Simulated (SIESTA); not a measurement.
## In3SbTe2 under changes of volume

One of the cells (30.361 Å³/atom); the others are scaled copies at fixed shape and fractional positions:

```
Te Sb In
1.0
    -2.23687    3.12602    6.51279
     2.23687   -3.12602    6.51279
     2.23687    3.12602   -6.51279
Te Sb In
2 1 3
Direct
  0.82873 0.32873 0.50000
  0.17127 0.67127 0.50000
  0.50000 0.00000 0.50000
  0.33904 0.33904 0.00000
  0.66096 0.66096 0.00000
  0.00000 0.00000 0.00000
```

The cell comes from a database or a generator and needn't be the stable form of this composition.

```yaml
Program: SIESTA 5.4.2
Functional: LDA
Potentials_or_basis: PseudoDojo 0.4 standard (LDA files)
Basis: DZP (energy shift 0.003 Ry; two zetas on semicore shells)
Grid_cutoff: 500 Ry
Energy_shift: 0.003 Ry
k_mesh: 5 × 5 × 5
Occupations: fermi-dirac, width 0.05 eV
Spin: no spin polarisation
```

```tsv
volume (Å³/atom)	energy over the lowest point (meV/atom)	pressure (GPa)	largest force (eV/Å)
28.539	0.00	-1.1	0.129
29.146	6.12	-2.1	0.122
29.753	15.63	-2.9	0.116
30.361	?	?	?
30.968	43.24	-4.3	0.100
31.575	60.67	-4.9	0.093
32.182	80.13	-5.4	0.086
```

**Question.** What does the run at 30.361 Å³/atom give?

**Answer.** Energy over the lowest point 28.13 meV/atom; pressure -3.6 GPa; largest force 0.108 eV/Å.

Worked out: A Birch-Murnaghan fit of order 3 (a polynomial in V^(-2/3)) to the other rows has its minimum at 27.90 Å³/atom, just outside them, with B0 = V·E''(V) = 53 GPa and B' = 4.8 at fixed shape and positions, which overstates the stiffness. It gives 28.13 meV/atom at 30.361 Å³/atom, against the run's 28.13, and -dE/dV = -3.7 GPa, against -3.6.

Energies are extrapolated to zero smearing.

Caveats: the basis of atomic orbitals isn't converged, which shifts pressures, moduli and gaps.
